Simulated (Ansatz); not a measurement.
# Co: the cost of one run

Computed with Ansatz 0.2.0 (DFT PBEsol, scalar-relativistic, plane waves, PAW, unless a step's input says otherwise).

2 further runs of the same task are left out: 2 set aside as unsound or not needed.

## (1) Starting point

Symmetry: P6_3/mmc, No. 194, hexagonal system. The conventional cell has a = 2.456 Å, b = 2.456 Å, c = 3.969 Å, α = 90.00°, β = 90.00°, γ = 120.00°. Co (site symmetry -6m2) has 12 Co at 2.44 to 2.46 Å as nearest neighbours.

Coordinates:

```cif
data_structure
_symmetry_space_group_name_H-M 'P 1'
_symmetry_Int_Tables_number 1
_cell_length_a 2.4564
_cell_length_b 2.4564
_cell_length_c 3.9694
_cell_angle_alpha 90.000
_cell_angle_beta 90.000
_cell_angle_gamma 120.000
_cell_volume 20.74
loop_
_atom_site_label
_atom_site_type_symbol
_atom_site_fract_x
_atom_site_fract_y
_atom_site_fract_z
_atom_site_occupancy
Co1 Co 0.33333 0.66667 0.25000 1
Co2 Co 0.66667 0.33333 0.75000 1
```

This cell was relaxed beforehand with the same method: volume 10.37 Å³/atom, gap on the mesh none (metal), site moments up to 1.6 μB.

## (2) Electronic structure at the relaxed geometry

Contents of input.yaml:

```yaml
crystal:
  lattice:
    - [2.4564149337, 0.0, 0.0]
    - [-1.2282074669, 2.1273177348, 0.0]
    - [0.0, 0.0, 3.9694102626]
  atoms:
    - { symbol: Co, position: [0.3333333333, 0.6666666667, 0.25], spin: 1.8 }
    - { symbol: Co, position: [0.6666666667, 0.3333333333, 0.75], spin: 1.8 }
basis:
  ecutwfc: 420
kpoints:
  mp_grid: { grid: [18, 18, 10] }
  band_path:
    path:
      - [[0.0, 0.0, 0.0], [0.5, 0.0, 0.0], [0.33333333, 0.33333333, 0.0], [0.0, 0.0, 0.0], [0.0, 0.0, 0.5], [0.5, 0.0, 0.5], [0.33333333, 0.33333333, 0.5], [0.0, 0.0, 0.5]]
      - [[0.5, 0.0, 0.5], [0.5, 0.0, 0.0]]
      - [[0.33333333, 0.33333333, 0.5], [0.33333333, 0.33333333, 0.0]]
    npoints: 14
hamiltonian:
  xc: pbesol
scf:
  occupations: { method: gaussian, width: 0.1 }
  n_extra_bands: 6
output:
  forces: true
  stress: true
  eigenvalues: true
  populations: true
  dos: { projected: true, de: 0.02, nscf_kmesh: { grid: [27, 27, 15] } }
  bader: true
  write_density: true
  write_potential: true
  elf: true
  volumetric_format: npy
magnetization:
  spin_polarized: true
checkpoint:
  read: start.run
  write: ck
  compress: false
  write_wavefunctions: false
  write_every: 100000
```

The run is started by

```sh
$ ansatz run input.yaml --threads 1 --pin off --max-ram 2560MiB --backend cpu --events-out ev --progress --plain --runs-dir out
```

What time and memory should one allow on 1 thread of Arm Neoverse N1, shared host?

About 73 s, with a peak of 0.47 GiB.
